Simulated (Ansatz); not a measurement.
# SiH3Cl (SMILES [H][Si]([H])([H])Cl) at wB97M-V/STO-3G

Aim: the electronic atomisation energy of SiH3Cl at wB97M-V/STO-3G, from 4 runs. 

The results are computed with Ansatz 0.2.0.

41 further runs of the same task are left out: 4 that didn't finish, 37 set aside as unsound or not needed.

## Step 1: Starting point

The species is SiH3Cl (5 atoms), meant as a singlet with charge 0. SMILES: `[H][Si]([H])([H])Cl`. The shape is that of a GFN2-xTB optimisation.

Bond lengths: Si1–Cl2 2.010 Å, Si1–H3 1.458 Å, Si1–H4 1.458 Å, Si1–H5 1.458 Å. Angles: Cl2–Si1–H3 108.3°, Cl2–Si1–H4 108.2°, Cl2–Si1–H5 108.0°, H3–Si1–H4 110.8°, H3–Si1–H5 110.8°, H4–Si1–H5 110.7°.

## Step 2: A single-point energy at wB97M-V/STO-3G

The input, run.yaml:

```yaml
crystal:
  periodic: [false, false, false]
  atoms:
    - symbol: Si
      position_ang: [0.000290, 0.001940, -0.129410]
    - symbol: Cl
      position_ang: [0.010690, -0.020840, 1.880630]
    - symbol: H
      position_ang: [1.382330, 0.011210, -0.594910]
    - symbol: H
      position_ang: [-0.700750, 1.203700, -0.566480]
    - symbol: H
      position_ang: [-0.692550, -1.196020, -0.589840]
basis:
  gaussian:
    orbitals: STO-3G
hamiltonian:
  xc: {name: wB97M-V}
accuracy: high
```

On the command line:

```bash
$ ansatz run run.yaml --threads 1 --pin off --max-ram 2610MiB --events-out events.jsonl --progress --plain --runs-dir runs
```

Standard output:

```text
Warning: RAYON_NUM_THREADS=1 ignored (pool sized by the plan → 1); use --threads N
Functional definition: wB97M-V
  name "wB97M-V"
  parameter omega = 0.3/bohr
  parameter cx = 0.15
  parameter cx01 = 1.007
  parameter cx10 = 0.259
  parameter css00 = 0.443
  parameter css04 = -1.437
  parameter css10 = -4.535
  parameter css20 = -3.390
  parameter css43 = 4.278
  parameter cos00 = 1.000
  parameter cos10 = 1.358
  parameter cos20 = 2.924
  parameter cos21 = -8.812
  parameter cos60 = -1.390
  parameter cos61 = 9.142
  parameter b = 6.0
  parameter c = 0.01
  gx(w, u) = 1 - cx + cx01*u + cx10*w
  gss(w, u) = css00 + css04*u^4 + css10*w + css20*w^2 + css43*w^4*u^3
  gos(w, u) = cos00 + cos10*w + (cos20 + cos21*u)*w^2 + (cos60 + cos61*u)*w^6
  exchange = spin_sum(e_x_unif_sr(omega)*gx(b97_w, b97_u_x)) + cx*exact_x_sr(omega) + exact_x_lr(omega)
  correlation = spin_sum(e_c_pw_mod_same_spin*gss(b97_w, b97_u_same))
      + integral(e_c_pw_mod_opposite_spin*gos(b97_w_opposite, b97_u_opposite)) + vv10(b, c)
364 factors; integrals over basis functions are off by at most 1.0e-8 eV
149 factors; integrals over basis functions are off by at most 1.3e-9 eV
mean field evaluation 1: about -20223.0223 eV, gradient 1.6e1 eV
mean field evaluation 2: about -20224.1550 eV, gradient 5.1e0 eV
mean field evaluation 4: about -20224.2362 eV, gradient 5.6e-2 eV
mean field evaluation 8: about -20224.2027 eV, gradient 1.1e-3 eV
mean field evaluation 16: about -20224.2027 eV, gradient 1.9e-8 eV
mean field -20224.20265708 eV, -743.2257391908 hartree, gradient 1.9e-8 eV, S^2 0.000000; 0 other end points of the search recorded, 0 dependent functions left out
reference -20224.20265939 eV, -743.2257392756 hartree; 17, 17 occupied and 4, 4 virtual orbitals, 364 factors
Total energy: -20224.20265939 eV, -743.2257392756 hartree
```

Run time: 7.5 s. Hardware: 1 thread of AMD EPYC 9R14 (Zen 4), shared host; peak memory 0.29 GiB.

## Step 3: The Cl atom at the same level

The input, in.yaml:

```yaml
crystal:
  periodic: [false, false, false]
  atoms:
    - {symbol: Cl, position_ang: [0.000000, 0.000000, 0.000000]}
basis:
  gaussian: {orbitals: STO-3G}
magnetization: {spin_polarized: true, initial_magnetization: 1}
hamiltonian: {xc: {name: wB97M-V}}
accuracy: high
```

Run the same way, it converges to -455.16968 Eh (log not shown).

## Step 4: The H atom, same level

The input, molecule.yaml:

```yaml
crystal:
  periodic: [false, false, false]
  atoms:
    - symbol: H
      position_ang: [0.000000, 0.000000, 0.000000]
basis:
  gaussian:
    orbitals: STO-3G
magnetization:
  spin_polarized: true
  initial_magnetization: 1
hamiltonian:
  xc: {name: wB97M-V}
accuracy: high
```

On the command line:

```bash
$ ansatz run molecule.yaml --threads 1 --pin off --max-ram 2610MiB --events-out events.jsonl --progress --plain --runs-dir runs
```

Standard output, cut to the lines that bear on the results:

```text
Warning: RAYON_NUM_THREADS=1 ignored (pool sized by the plan → 1); use --threads N
Functional definition: wB97M-V
  name "wB97M-V"
[...]
  gx(w, u) = 1 - cx + cx01*u + cx10*w
  gss(w, u) = css00 + css04*u^4 + css10*w + css20*w^2 + css43*w^4*u^3
  gos(w, u) = cos00 + cos10*w + (cos20 + cos21*u)*w^2 + (cos60 + cos61*u)*w^6
[...]
      + integral(e_c_pw_mod_opposite_spin*gos(b97_w_opposite, b97_u_opposite)) + vv10(b, c)
1 factors; integrals over basis functions are off by at most 4.6e-10 eV
1 factors; integrals over basis functions are off by at most 2.9e-10 eV
[...]
mean field -12.42314868 eV, -0.4565422933 hartree, gradient 0.0e0 eV, S^2 0.750000; 0 other end points of the search recorded, 0 dependent functions left out
reference -12.42314998 eV, -0.4565423410 hartree; 1, 0 occupied and 0, 1 virtual orbitals, 1 factors
Total energy: -12.42314998 eV, -0.4565423410 hartree
```

It took 0.18 s on 1 thread of AMD EPYC 9R14 (Zen 4), shared host.

## Step 5: The Si atom at the same level

The input, in.yaml:

```yaml
crystal:
  periodic: [false, false, false]
  atoms:
    - {symbol: Si, position_ang: [0.000000, 0.000000, 0.000000]}
basis:
  gaussian:
    orbitals: STO-3G
magnetization:
  spin_polarized: true
  initial_magnetization: 2
accuracy: high
hamiltonian:
  xc: {name: wB97M-V}
```

On the command line:

```bash
$ ansatz run in.yaml --threads 1 --pin off --max-ram 2610MiB --events-out events.jsonl --progress --plain --runs-dir runs
```

Standard output, cut to the lines that bear on the results:

```text
Warning: RAYON_NUM_THREADS=1 ignored (pool sized by the plan → 1); use --threads N
Functional definition: wB97M-V
  name "wB97M-V"
[...]
  gx(w, u) = 1 - cx + cx01*u + cx10*w
  gss(w, u) = css00 + css04*u^4 + css10*w + css20*w^2 + css43*w^4*u^3
  gos(w, u) = cos00 + cos10*w + (cos20 + cos21*u)*w^2 + (cos60 + cos61*u)*w^6
[...]
      + integral(e_c_pw_mod_opposite_spin*gos(b97_w_opposite, b97_u_opposite)) + vv10(b, c)
42 factors; integrals over basis functions are off by at most 1.8e-9 eV
29 factors; integrals over basis functions are off by at most 4.1e-10 eV
[...]
mean field -7781.55893940 eV, -285.9670164927 hartree, gradient 6.5e-9 eV, S^2 2.000002; 0 other end points of the search recorded, 0 dependent functions left out
reference -7781.55894108 eV, -285.9670165546 hartree; 8, 6 occupied and 1, 3 virtual orbitals, 42 factors
Total energy: -7781.55894108 eV, -285.9670165546 hartree
```

Wall time 1.6 s (1 thread of AMD EPYC 9R14 (Zen 4), shared host); peak memory 0.24 GiB.

## Step 6: Outcome

At wB97M-V/STO-3G:

```
                     quantity          value
       molecule: total energy  -743.22574 Eh
        Cl atom: total energy  -455.16968 Eh
                Cl atom: ⟨S²⟩          0.750
         H atom: total energy    -0.45654 Eh
                 H atom: ⟨S²⟩          0.750
        Si atom: total energy  -285.96702 Eh
                Si atom: ⟨S²⟩          2.000
electronic atomisation energy      19.576 eV
```

In words: Taking the molecule apart into free atoms costs 19.58 eV (1889 kJ/mol), before zero-point energy and without spin-orbit coupling. In a minimal basis such a difference can be off by several eV, whatever the method.
